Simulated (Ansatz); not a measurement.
# C2H6ClNSi: a ladder of functionals and wavefunction methods

An exercise on one series of results from a longer session: the logs are not shown, and one member is left open.

Computed with Ansatz 0.2.0, Gaussian basis. Level: functionals in def2-TZVPP, the program's frozen cores in correlated methods.

The runs, in order: LDA (SPW92), PBE-D4, revPBE-D4, BLYP-D4, r2SCAN-D4, B97M-V, PBE0-D4, B3LYP-D4, r2SCANh-D4, r2SCAN0-D4, HSE06-D4, BHLYP-D4, CAM-B3LYP-D4, LC-ωPBE, ωB97X-V, ωB97M-V, B2PLYP, PBE-QIDH; CCSD(T)/def2-SVP; CCSD(T)/def2-TZVPP; MP2/def2-QZVPP; extrapolation to the limit; RPA on PBE.

### The geometry

The geometry comes from an earlier relaxation with PBE0-D4 in a triple-zeta def2 set; it is a stationary point, not always the lowest conformer.

SMILES `C=CN[SiH2]Cl`, 11 atoms, charge 0, spin multiplicity 1.

Atoms are counted from 1 here; the program's logs count them from 0.

Bond lengths: C1–C2 1.330 Å, C1–H6 1.080 Å, C1–H7 1.085 Å, C2–N3 1.387 Å, C2–H8 1.087 Å, N3–Si4 1.712 Å, N3–H9 1.010 Å, Si4–Cl5 2.062 Å, Si4–H10 1.477 Å, Si4–H11 1.478 Å. Angles: C2–C1–H6 120.2°, C2–C1–H7 122.0°, H6–C1–H7 117.8°, C1–C2–N3 126.2°, C1–C2–H8 120.0°, N3–C2–H8 113.8°, C2–N3–Si4 125.4°, C2–N3–H9 114.3°, Si4–N3–H9 119.0°, N3–Si4–Cl5 114.0°, N3–Si4–H10 107.6°, N3–Si4–H11 108.2°, Cl5–Si4–H10 106.8°, Cl5–Si4–H11 106.3°, H10–Si4–H11 114.1°.

The first run:

Contents of in.yaml:

```yaml
crystal:
  periodic: [false, false, false]
  atoms:
    - {symbol: C, position_ang: [0.281913, 2.050367, 0.644738]}
    - {symbol: C, position_ang: [-0.164642, 0.953500, 0.039624]}
    - {symbol: N, position_ang: [0.494177, -0.264684, -0.038857]}
    - {symbol: Si, position_ang: [-0.195979, -1.732839, -0.584582]}
    - {symbol: Cl, position_ang: [-1.342832, -2.696781, 0.832661]}
    - {symbol: H, position_ang: [-0.304680, 2.957561, 0.626745]}
    - {symbol: H, position_ang: [1.232873, 2.073401, 1.165850]}
    - {symbol: H, position_ang: [-1.124920, 0.965817, -0.469663]}
    - {symbol: H, position_ang: [1.379095, -0.290591, 0.446902]}
    - {symbol: H, position_ang: [0.911864, -2.646337, -0.931380]}
    - {symbol: H, position_ang: [-1.101467, -1.426315, -1.711338]}
basis:
  gaussian: {orbitals: def2-TZVPP}
hamiltonian: {xc: lda}
output: {orbitals: {seedname: orbitals}}
```

Steps of the session up to this table: LDA; PBE-D4 (GGA); revPBE-D4 (GGA); BLYP-D4 (GGA); r2SCAN-D4 (meta-GGA); B97M-V (meta-GGA); PBE0-D4 (hybrid); B3LYP-D4 (hybrid); r2SCANh-D4 (hybrid); r2SCAN0-D4 (hybrid); HSE06-D4 (hybrid); BHLYP-D4 (hybrid); CAM-B3LYP-D4 (range-separated); LC-ωPBE-D4 (range-separated; the results give it without D4); ωB97X-V (range-separated); ωB97M-V (range-separated); B2PLYP (double hybrid); PBE-QIDH (double hybrid).

One of the session's tables, all rows but one given; the rest of the session is left out.

It belongs to the step «Frontier levels by functional». 

```
  functional  HOMO (eV)  gap (eV)
 LDA (SPW92)      -5.60      4.65
      PBE-D4      -5.40      4.72
   revPBE-D4      -5.34      4.75
     BLYP-D4      -5.24      4.70
   r2SCAN-D4      -5.59      5.20
      B97M-V      -5.63      5.23
     PBE0-D4          ?         ?
    B3LYP-D4      -6.29      6.33
  r2SCANh-D4      -6.01      5.96
  r2SCAN0-D4      -6.64      7.09
    HSE06-D4      -6.11      5.99
    BHLYP-D4      -7.47      8.70
CAM-B3LYP-D4      -7.80      9.11
     LC-ωPBE      -9.15     11.63
     ωB97X-V      -8.78     11.14
     ωB97M-V      -8.70     10.76
```

Q: Estimate the row for PBE0-D4 from the others.

The run gave: HOMO (eV): -6.51; gap (eV): 6.77. In the column «HOMO (eV)» it lies between r2SCAN0-D4 (-6.64) and B3LYP-D4 (-6.29).
